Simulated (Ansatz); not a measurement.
# Zn2Ge: from a guess to a relaxed structure, part 1 of 3

Aim: relax a trial structure of Zn2Ge and see where it ends.

Computed with Ansatz 0.2.0 (DFT PBE, scalar-relativistic, plane waves, PAW, unless a step's input says otherwise).

### Step 1. The structure to begin with

Symmetry: P6/mmm, No. 191, hexagonal system. The conventional cell has a = 3.872 Å, b = 3.872 Å, c = 3.727 Å, α = 90.00°, β = 90.00°, γ = 120.00°. Around Zn (site symmetry -6m2) lie 3 Zn at 2.24 Å. Ge (site symmetry 6/mmm) has 12 Zn at 2.91 Å as nearest neighbours.

Structure file:

```
CELL_PARAMETERS angstrom
3.87180 0.00000 0.00000
-1.93590 3.35308 0.00000
0.00000 0.00000 3.72690
ATOMIC_POSITIONS crystal
Zn 0.33333 0.66667 0.50000
Zn 0.66667 0.33333 0.50000
Ge 0.00000 0.00000 0.00000
```

Recipe of the guess: species swapped into a database cell of HoGa2 (P6/mmm, No. 191), with Ge on the Ho sites and Zn on the Ga sites. Its size is a rough estimate.

### Step 2. A first look at the guess

Input file input.yaml:

```yaml
crystal:
  lattice:
    - [3.87179911, 0.0, 0.0]
    - [-1.93589955, 3.35307639, 0.0]
    - [0.0, 0.0, 3.72689508]
  atoms:
    - { symbol: Zn, position: [0.33333333, 0.66666667, 0.5] }
    - { symbol: Zn, position: [0.66666667, 0.33333333, 0.5] }
    - { symbol: Ge, position: [0.0, 0.0, 0.0] }
basis:
  ecutwfc: 420
kpoints:
  mp_grid: { grid: [6, 6, 6] }
hamiltonian:
  xc: pbe
scf:
  occupations: { method: gaussian, width: 0.1 }
  lower_state_search: "off"
output:
  forces: true
  stress: true
  eigenvalues: true
```

On the command line:

```
$ ansatz run input.yaml --threads 1 --pin off --max-ram 2048MiB --backend cpu --events-out ev --progress --plain --runs-dir out
```

Output (excerpt; [...] marks lines left out):

```text
Warning: RAYON_NUM_THREADS=1 ignored (pool sized by the plan → 1); use --threads N
[...]
Pseudopotentials: kind: paw
Pseudopotential: Zn, paw, valence charge 12, recommended cutoff 420 eV (normal), Zn.paw.azcp
Pseudopotential: Ge, paw, valence charge 14, recommended cutoff 420 eV (normal), Ge.paw.azcp
Functional definition: PBE
[...]
Crystal: 3 atoms, lattice volume = 48.384 Å³
Basis set: ecut = 420 eV, 937 PW (Γ), exchange–correlation on 54×54×50 points (8 copies of the dense FFT grid, shifted against one another)
Bands: 23, of which v1, the nominal top of the filled ones, is band 19 counted from 1 (18 counted from 0)
Symmetry: 24 space group operations
Space group: P6/mmm (ITA 191), of the structure as read, at distance tolerance 3.6e-5 Å
[...]
SCF iter   7: F=-10931.722660 eV  HF=-10931.722660 eV  |F-HF|=2.36e-9  |Δ(HF+E_count)|=   1.59e-7  Δρ=7.87e-6  dr2=2.90e-8  ethr=2.63e-10  ⟨swp⟩=5.0  Hψ=2466  notcnv=0
[...]
SCF converged after 7 iterations
Free energy (F): -10931.722660 eV
[...]
E sigma→0 (E₀):  -10931.720494 eV
Entropy (-TS):   -0.004331 eV (-1.444 meV/atom)
Fermi energy:    11.064802 eV
[...]
--- Forces (eV/Å), atoms counted from 1 ---
  atom   1  Zn    -0.00000000    -0.00000000     0.00000000
  atom   2  Zn     0.00000000     0.00000000     0.00000000
  atom   3  Ge    -0.00000000     0.00000000     0.00000000
[...]
--- Stress (GPa, compression-positive) ---
       21.613853      -0.000000       0.000000
       -0.000000      21.613853       0.000000
        0.000000       0.000000       0.074000
  P = ⅓ Tr σ = 14.4339 GPa (144.339 kbar)
--- Band table (eV; the first three rows and the last of 28) ---
[... band rows left out ...]
[...]
```

It took 1 s on 1 thread of Intel Xeon 6975P-C (Granite Rapids), shared host; peak memory 0.49 GiB.

The probe gives pressure 14.4 GPa, largest force 0.00 eV/Å, gap on this mesh none (metal). A cheap, loose relaxation comes first.

(Continued in part 2 of 3.)
